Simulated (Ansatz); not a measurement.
**W (hcp type): how the settings move a single-point run**

Question: which choices in the input matter for W (hcp type)?

Program: Ansatz 0.2.0. Level of theory: reference: DFT, PBEsol, all-electron PAW with datasets made for the crystal, scalar-relativistic. These are calculated values, not measurements.

2 further runs of the same task are left out: 2 that didn't finish. Runs told in other sessions of the task aren't counted.

## (1) The starting structure

It takes space group P6_3/mmc (No. 194, hexagonal). Conventional cell: a = 2.845 Å, b = 2.845 Å, c = 4.608 Å, α = 90.00°, β = 90.00°, γ = 120.00°. Around W (site symmetry -6m2) lie 12 W at 2.83 to 2.84 Å.

Structure file:

```
CELL_PARAMETERS angstrom
2.84451 0.00000 0.00000
-1.42226 2.46342 0.00000
0.00000 0.00000 4.60811
ATOMIC_POSITIONS crystal
W 0.33333 0.66667 0.25000
W 0.66667 0.33333 0.75000
```

## (2) The reference run

input.yaml

```yaml
crystal:
  lattice:
    - [2.844510009, 0.0, 0.0]
    - [-1.4222550045, 2.4634179291, 0.0]
    - [0.0, 0.0, 4.6081062146]
  atoms:
    - { symbol: W, position: [0.3333333333, 0.6666666667, 0.25] }
    - { symbol: W, position: [0.6666666667, 0.3333333333, 0.75] }
kpoints:
  mp_grid: { grid: [12, 12, 7] }
scf:
  occupations: { method: fermi_dirac, width: 0.05 }
hamiltonian:
  xc: pbesol
  pseudopotentials: { kind: all_electron, datasets: crystal }
output:
  forces: true
  stress: true
  eigenvalues: true
  efg: { contact_densities: true }
```

Run with:

```console
ansatz run input.yaml --threads 1 --pin off --max-ram 2048MiB --backend cpu --events-out ev --progress --plain --runs-dir out
```

The main lines of its log:

```text
[...]
Basis set: ecut = 300 eV, 379 PW (Γ), exchange–correlation on 36×36×54 points (8 copies of the dense FFT grid, shifted against one another)
[...]
k-points: 76 of 1008
[...]
SCF iter   1: F=—  HF=-878148.287026 eV  |F-HF|=—  |Δ(HF+E_count)|=         —  Δρ=1.10e-1  dr2=4.27e0  ethr=3.47e-2  ⟨swp⟩=2.0  Hψ=6143  notcnv=0
preconditioner: auto → none  [metal: Δε(μ)=0.009 eV  Ē_g=7.987 eV  σ=0.050 eV  W_gap=0.04  n_scr=2 (ndim 8)  ℏωp=22.6 eV  f_vac=0.000  D(μ)=2.70/eV (n_scr^D=34)  sad-step TF]
SCF iter   2: F=—  HF=-878147.508470 eV  |F-HF|=—  |Δ(HF+E_count)|=   7.79e-1  Δρ=6.69e-2  dr2=1.59e0  ethr=3.47e-2  ⟨swp⟩=2.0  Hψ=1976  notcnv=0
[...]
SCF iter   7: F=—  HF=-878146.809488 eV  |F-HF|=—  |Δ(HF+E_count)|=   7.75e-6  Δρ=1.95e-5  dr2=1.03e-7  ethr=9.48e-8  ⟨swp⟩=2.1  Hψ=1501  notcnv=0
SCF iter   8: F=-878146.809488 eV  HF=-878146.809488 eV  |F-HF|=1.86e-9  |Δ(HF+E_count)|=   1.75e-9  Δρ=2.25e-6  dr2=1.29e-9  ethr=8.62e-10  ⟨swp⟩=3.2  Hψ=1942  notcnv=0
[...]
SCF converged after 8 iterations
Free energy (F): -878146.809489 eV
[...]
E sigma→0 (E₀):  -878146.796301 eV
[...]
Fermi energy:    27.964822 eV
[...]
  P = ⅓ Tr σ = -3.5602 GPa (-35.602 kbar)
[...]
```

It took 11 s on 1 thread of Arm Neoverse V2, shared host; peak memory 0.45 GiB.

## (3) Variant: lower_state_search standard

Changes to input.yaml since step 2:

```diff
@@ -12,2 +12,3 @@
   occupations: { method: fermi_dirac, width: 0.05 }
+  lower_state_search: standard
 hamiltonian:
```

Run with:

```console
ansatz run input.yaml --threads 1 --pin off --max-ram 2048MiB --backend cpu --events-out ev --progress --plain --runs-dir out
```

The log of the run (excerpt; [...] marks lines left out):

```text
[...]
band count auto-derived: 13 (N_el = 12.0; filled up to band 6; 10 by the electrons, moments and atoms)
W: output.efg is read without spin–orbit coupling, which moves field gradients at and beside such atoms by some per cent and up to a factor of two; PAW files take it under magnetization.noncollinear and magnetization.spin_orbit
[...]
Pseudopotentials: kind: all_electron
Pseudopotential: W, paw, valence charge 28, recommended cutoff 300 eV (normal), Koelling and Harmon's equation, gaussian nucleus
Functional definition: PBEsol
[...]
Crystal: 2 atoms, lattice volume = 32.290 Å³
Basis set: ecut = 300 eV, 379 PW (Γ), exchange–correlation on 36×36×54 points (8 copies of the dense FFT grid, shifted against one another)
Bands: 13, of which v1, the nominal top of the filled ones, is band 6 counted from 1 (5 counted from 0)
Symmetry: 24 space group operations
Space group: P63/mmc (ITA 194), of the structure as read, at distance tolerance 3.2e-5 Å
k-points: 76 of 1008
[...]
SCF iter   1: F=—  HF=-878148.287026 eV  |F-HF|=—  |Δ(HF+E_count)|=         —  Δρ=1.10e-1  dr2=4.27e0  ethr=3.47e-2  ⟨swp⟩=2.0  Hψ=6143  notcnv=0
[...]
SCF iter   8: F=-878146.809488 eV  HF=-878146.809488 eV  |F-HF|=1.86e-9  |Δ(HF+E_count)|=   1.75e-9  Δρ=2.25e-6  dr2=1.29e-9  ethr=8.62e-10  ⟨swp⟩=3.2  Hψ=1942  notcnv=0
[...]
SCF converged after 8 iterations
Free energy (F): -878146.809489 eV
[...]
E sigma→0 (E₀):  -878146.796301 eV
[...]
By the cutoff:   a pressure is off by up to 0.006 GPa (1.2 times the spheres' own share and the shells' term, over an atom's volume, and 0.004 GPa: a bound that held against runs at twice the plane waves)
Past the cutoffs: a stress includes 0.0057 GPa for waves and charges beyond them, in addition to the slope of what the spheres take
In the spheres:  the bands' charges fall short by 2.2e-7 e at most (sound up to 1e-3), those of shells solved beside the bands by 1.2e-7 e (sound up to 5e-4)
Fermi energy:    27.964822 eV
[...]
  The terms above E_closure are by the made datasets' own strengths, without shells solved beside the bands.
--- Forces (eV/Å), atoms counted from 1 ---
  atom   1  W      0.00000000     0.00000000     0.00000000
  atom   2  W     -0.00000000    -0.00000000     0.00000000
[...]
--- Stress (GPa, compression-positive) ---
       -7.946341      -0.000000       0.000000
       -0.000000      -7.946341       0.000000
        0.000000       0.000000       5.212052
  P = ⅓ Tr σ = -3.5602 GPa (-35.602 kbar)
  It holds what live shells' own plane waves past their cutoff add
--- PAW observables at the nuclei: V_zz in 10²¹ V/m², potentials from the cell's mean, atoms counted from 1 ---
  atom   1  W  V_zz =    -7.146508   η = 0.0000   by run symmetry: allowed
            electrostatic potential = -14818.178060 V   contact ρ = 8806520.952579 e/Å³
  atom   2  W  V_zz =    -7.146508   η = 0.0000   by run symmetry: allowed
            electrostatic potential = -14818.178060 V   contact ρ = 8806520.952579 e/Å³
--- Band table (eV; the first three rows and the last of 76) ---
  k-point 0: bands = ["18.8519", "22.2389", "27.3889", "27.3889", "27.3907", "28.2356", "28.2356", "28.7424", "29.2214", "29.2214", "32.3217"]
[...]
```

Wall time 11 s (1 thread of Arm Neoverse V2, shared host); peak memory 0.45 GiB.

The changed input (search for lower states) leaves the energy the same to the digits printed.

## (4) Comparison

| run | ending | energy change | pressure (GPa) | gap (eV) | force (eV/Å) | cycles | time |
| --- | --- | --- | --- | --- | --- | --- | --- |
| reference | converged | 0 | -3.6 | 0.00 | 0.00 | 8 | 11 s |
| 1: lower_state_search standard | converged | 0.0 meV/atom | -3.6 | 0.00 | 0.00 | 8 | 11 s |

Residual by cycle in the longest SCF loop of each run; runs are numbered as in the table. The quantity is the density residual dr2, in eV.

| cycle | reference | run 1 |
| --- | --- | --- |
| 1 | 4.27 | 4.27 |
| 2 | 1.59 | 1.59 |
| 3 | 0.0728 | 0.0728 |
| 4 | 0.00209 | 0.00209 |
| 5 | 2.2e-4 | 2.2e-4 |
| 6 | 1.1e-5 | 1.1e-5 |
| 7 | 1.0e-7 | 1.0e-7 |
| 8 | 1.3e-9 | 1.3e-9 |

**Reading.** The changed input (search for lower states) leaves the energy the same to the digits printed.
